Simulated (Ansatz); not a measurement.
Wanted: the native input for an Ansatz 0.2.0 run.

```yaml
Task: single point
Functional: PBE
Potentials_or_basis: all-electron LAPW, scalar-relativistic
Cutoff: 224 eV (chosen from the basis error)
Basis_error_allowed: 0.001 eV/atom
k_mesh: 8 × 8 × 8
Occupations: fermi-dirac, width 0.05 eV
Spin: no spin polarisation
```

The system is HfGe.

```xyz
2
Lattice="3.5008 0.0000 0.0000 0.0000 3.5008 0.0000 0.0000 0.0000 3.5008" Properties=species:S:1:pos:R:3 pbc="T T T"
Hf   -0.0352   -0.0441   -0.0025
Ge    1.7904    1.7848    1.7361
```

The cell was built by a generator and needn't be a form met in nature.

The cell isn't the ideal one: atoms moved at random, drawn with an rms of 0.05 Å.

These files were run (other wordings do the same):

input.yaml

```yaml
crystal:
  lattice:
    - [3.50083787, 0.0, 0.0]
    - [0.0, 3.50083787, 0.0]
    - [0.0, 0.0, 3.50083787]
  atoms:
    - { symbol: Hf, position: [-0.010057, -0.012604, -0.000721] }
    - { symbol: Ge, position: [0.511419, 0.509829, 0.495902] }
kpoints:
  mp_grid: { grid: [8, 8, 8] }
scf:
  occupations: { method: fermi_dirac, width: 0.05 }
hamiltonian:
  xc: pbe
  pseudopotentials: { kind: all_electron, lapw: { basis_error: 0.001 } }
output:
  forces: true
  stress: true
  eigenvalues: true
  populations: true
```

Potentials or basis: all-electron LAPW, scalar-relativistic.

Command:

```console
$ ansatz run input.yaml --threads 1 --pin off --max-ram 3072MiB --backend cpu --events-out ev --progress --plain --runs-dir out
```

It gave:

| Property | Result |
| --- | --- |
| Pressure | -11.0 GPa |
| Largest force | 0.197 eV/Å |
| Band gap on the k mesh | none (metal or under the smearing width) |
| Loewdin charges | Hf +0.46; Ge -0.40 e |

Wall time 2.8 min on 1 thread of Arm Neoverse V1, with other jobs on the host, peak memory 0.75 GiB.
